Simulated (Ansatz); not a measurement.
# NaH8O4 radical: energies up the ladder

One table from this session's results is given with a row withheld; the runs are named, their logs left out.

Computed with Ansatz 0.2.0 (the levels named in each step, unless a step's input says otherwise).

## The system as given

Bond lengths: O1–Na5 2.388 Å, O2–Na5 2.417 Å, O3–Na5 2.447 Å, O4–Na5 2.449 Å, O1–H6 0.987 Å, O1–H7 0.988 Å, O2–H8 0.985 Å, O2–H9 0.986 Å, O3–H10 0.984 Å, O3–H11 0.984 Å, O4–H12 0.980 Å, O4–H13 0.981 Å. Angles (14 of 18 angles, heavy atoms first): O1–Na5–O2 110.3°, O1–Na5–O3 110.1°, O1–Na5–O4 110.0°, O2–Na5–O3 109.9°, O2–Na5–O4 108.8°, O3–Na5–O4 107.7°, Na5–O1–H6 126.2°, Na5–O1–H7 126.2°, Na5–O2–H8 125.9°, Na5–O2–H9 126.4°, Na5–O3–H10 126.2°, Na5–O3–H11 125.1°, Na5–O4–H12 126.0°, Na5–O4–H13 126.1°.

Structure file:

```xyz
13

O    -1.9018    1.4417    0.3468
O    -0.6512   -2.2971    0.4136
O     0.8085    0.2413   -2.2854
O     1.7877    0.6138    1.5268
Na   -0.0282    0.0021    0.0019
H    -1.8733    2.4239    0.4392
H    -2.8463    1.1618    0.4257
H    -0.1573   -3.0925    0.1068
H    -1.4563   -2.6082    0.8897
H     1.2149   -0.4686   -2.8319
H     0.6424    1.0149   -2.8702
H     2.7444    0.4642    1.3739
H     1.6881    1.0622    2.3940
```

The first run:

input.yaml reads:

```yaml
crystal:
  periodic: [false, false, false]
  atoms:
    - { symbol: O, position_ang: [-1.90178, 1.44168, 0.3468] }
    - { symbol: O, position_ang: [-0.65115, -2.29713, 0.41357] }
    - { symbol: O, position_ang: [0.80847, 0.24128, -2.28538] }
    - { symbol: O, position_ang: [1.78771, 0.61378, 1.52684] }
    - { symbol: Na, position_ang: [-0.02819, 0.00212, 0.00191] }
    - { symbol: H, position_ang: [-1.87326, 2.42386, 0.43924] }
    - { symbol: H, position_ang: [-2.8463, 1.16177, 0.42567] }
    - { symbol: H, position_ang: [-0.15734, -3.0925, 0.10681] }
    - { symbol: H, position_ang: [-1.45634, -2.60823, 0.8897] }
    - { symbol: H, position_ang: [1.21486, -0.46857, -2.83187] }
    - { symbol: H, position_ang: [0.64238, 1.01489, -2.87017] }
    - { symbol: H, position_ang: [2.74444, 0.46424, 1.37391] }
    - { symbol: H, position_ang: [1.68805, 1.06218, 2.39403] }
magnetization:
  spin_polarized: true
  initial_magnetization: 1
basis:
  gaussian: { orbitals: def2-SVP }
hamiltonian:
  xc: pbe
  dispersion: d4
relax:
  f_tol: 0.03
  max_steps: 200
```

Run with:

```sh
ansatz run input.yaml --threads 4 --pin off --max-ram 10240MiB --backend cpu --events-out ev --progress --plain --runs-dir out
```

Steps of the session up to this table: A rough first relaxation, PBE-D4/def2-SVP; Relaxation, PBE0-D4/def2-TZVPP; Frequencies, PBE0-D4/def2-TZVPP; Single point, PBE-D4/def2-TZVPP; Single point, r2SCAN-D4/def2-TZVPP; Single point, B3LYP-D4/def2-TZVPP; Single point, wB97M-V/def2-TZVPP; Single point, B2PLYP/def2-TZVPP; Single point, LDA/def2-TZVPP; Single point, PBE0-D4/def2-SVP; Single point, PBE-D4/def2-SVP; The cation of multiplicity 1 at the same geometry, PBE0-D4/def2-TZVPP; The cation of multiplicity 1 at the same geometry, PBE-D4/def2-TZVPP; The cation of multiplicity 1 at the same geometry, r2SCAN-D4/def2-TZVPP; The cation of multiplicity 1 at the same geometry, B3LYP-D4/def2-TZVPP; The cation of multiplicity 1 at the same geometry, wB97M-V/def2-TZVPP; The cation of multiplicity 1 at the same geometry, B2PLYP/def2-TZVPP.

One of the session's tables, all rows but one given; the rest of the session is left out.

It belongs to the step «Vertical ionisation energy». 

```
               level  vertical ionisation energy (eV)
   PBE-D4/def2-TZVPP                            3.889
r2SCAN-D4/def2-TZVPP                            3.634
 B3LYP-D4/def2-TZVPP                            3.830
  wB97M-V/def2-TZVPP                            3.393
   B2PLYP/def2-TZVPP                                ?
```

Estimate the missing values for B2PLYP/def2-TZVPP.

The run gave: vertical ionisation energy (eV): 3.559. In the column «vertical ionisation energy (eV)» it lies between wB97M-V/def2-TZVPP (3.393) and r2SCAN-D4/def2-TZVPP (3.634).
